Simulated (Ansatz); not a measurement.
# BH4OSSi radical: a ladder of functionals and wavefunction methods

The task here is to estimate one member of a computed series from the others.

The runs use Ansatz 0.2.0, Gaussian basis; functionals in def2-TZVPP, the program's frozen cores in correlated methods.

The runs, in order: PBE-D4, r2SCAN-D4, PBE0-D4, B3LYP-D4, ωB97X-V, ωB97M-V, B2PLYP; CCSD(T)/def2-TZVPP; CCSD(T)/def2-QZVPP; extrapolation to the limit.

## The relaxed structure

The geometry comes from an earlier relaxation with PBE0-D4 in a triple-zeta def2 set; it is a stationary point, not always the lowest conformer.

SMILES `[SiH3]O[B]S`, 8 atoms, charge 0, spin multiplicity 2.

Atoms are counted from 1 here; the program's logs count them from 0.

Bond lengths: Si1–O2 1.661 Å, Si1–H5 1.484 Å, Si1–H6 1.480 Å, Si1–H7 1.480 Å, O2–B3 1.328 Å, B3–S4 1.806 Å, S4–H8 1.341 Å. Angles: O2–Si1–H5 109.8°, O2–Si1–H6 107.7°, O2–Si1–H7 107.7°, H5–Si1–H6 110.5°, H5–Si1–H7 110.5°, H6–Si1–H7 110.5°, Si1–O2–B3 140.5°, O2–B3–S4 125.7°, B3–S4–H8 95.3°.

Set-up of the first run:

The input, in.yaml:

```yaml
crystal:
  periodic: [false, false, false]
  atoms:
    - {symbol: Si, position_ang: [-0.735815, 0.776470, 0.927550]}
    - {symbol: O, position_ang: [-0.810161, -0.302176, -0.332786]}
    - {symbol: B, position_ang: [-0.012727, -0.981430, -1.149334]}
    - {symbol: S, position_ang: [1.792198, -0.935575, -1.139886]}
    - {symbol: H, position_ang: [0.681444, 1.078386, 1.248990]}
    - {symbol: H, position_ang: [-1.410766, 0.156843, 2.090273]}
    - {symbol: H, position_ang: [-1.446927, 2.005965, 0.510234]}
    - {symbol: H, position_ang: [1.942763, -1.798462, -2.155041]}
basis:
  gaussian: {orbitals: def2-TZVPP}
magnetization: {spin_polarized: true, initial_magnetization: 1}
hamiltonian: {xc: pbe, dispersion: d4}
output: {forces: true, orbitals: {seedname: orbitals}}
```

Started as:

```console
> ansatz run in.yaml --threads 2 --pin off --events-out ev --progress --plain --max-ram 32768MiB --backend cpu
```

Among the steps run: PBE-D4 (GGA); r2SCAN-D4 (meta-GGA); PBE0-D4 (hybrid); B3LYP-D4 (hybrid); ωB97X-V (range-separated); ωB97M-V (range-separated); B2PLYP (double hybrid); CCSD(T) in def2-TZVPP; CCSD(T) in def2-QZVPP.

One table of the session follows, with a row left open; its other results are not shown here.

```
            method  atomisation energy (kJ/mol)
            PBE-D4                       2733.5
         r2SCAN-D4                       2735.3
           PBE0-D4                       2691.7
          B3LYP-D4                       2703.4
           ωB97X-V                       2714.2
           ωB97M-V                       2710.1
            B2PLYP                       2671.2
     HF/def2-TZVPP                       2020.0
    MP2/def2-TZVPP                       2670.3
   CCSD/def2-TZVPP                       2579.3
CCSD(T)/def2-TZVPP                            ?
           MP2/CBS                       2746.6
       CCSD(T)/CBS                       2697.3
```

Q: Estimate the row for CCSD(T)/def2-TZVPP from the others.

As computed: atomisation energy (kJ/mol): 2618.4. In the column «atomisation energy (kJ/mol)» it lies between CCSD/def2-TZVPP (2579.3) and MP2/def2-TZVPP (2670.3).
